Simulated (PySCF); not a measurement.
# C5H8Si: the cost of one run

Computed with PySCF 2.14.0, with density-fitted response routines of our own, on a single molecule in the gas phase. Atoms are numbered from 0 throughout.

## 1. The molecule as given

14 atoms, charge 0, multiplicity 1; geometry from: GFN2-xTB. The atoms were then displaced at random by about 0.01 Å, so the start is not that level's minimum.

Bonds of the start (Å): C0–C1 1.23, C1–C2 1.42, C2–C3 1.31, C3–Si4 1.91, Si4–C5 1.90, C0–H6 1.03, C2–H7 1.07, C3–H8 1.09, Si4–H9 1.45, Si4–H10 1.48, C5–H11 1.09, C5–H12 1.07, C5–H13 1.10.

## 2. Relaxing the molecule at PBE0-D3(BJ)/def2-SVP

What the job is given:

```
{"job": {"xc": "PBE0", "basis": "def2-SVP", "d3": "d3bj", "grid": 1, "shake": 0.01, "kind": "geom"}, "charge": 0, "multiplicity": 1}
C      3.851360    -0.410930    -0.601290
C      2.657920    -0.139220    -0.745860
C      1.273530     0.154120    -0.905460
C      0.482120     0.300400     0.124400
Si    -1.383530     0.683050    -0.059020
C     -2.377740    -0.581910     0.944590
H      4.860170    -0.603710    -0.485760
H      0.967010     0.266100    -1.924470
H      0.852330     0.188170     1.146910
H     -1.761210     0.631220    -1.456610
H     -1.645940     2.035110     0.487920
H     -2.185230    -1.597110     0.600530
H     -2.140840    -0.544720     1.991550
H     -3.457100    -0.395660     0.874810
```

Command:

```sh
> OMP_NUM_THREADS=1 python probes_run.py task.json out
```

The driver reads the jobs from task.json and runs them one after another.

Q: Estimate the wall time and peak memory of this first job on 1 thread of Arm Neoverse V1, shared host.

About 47 s, with a peak of 0.52 GiB.
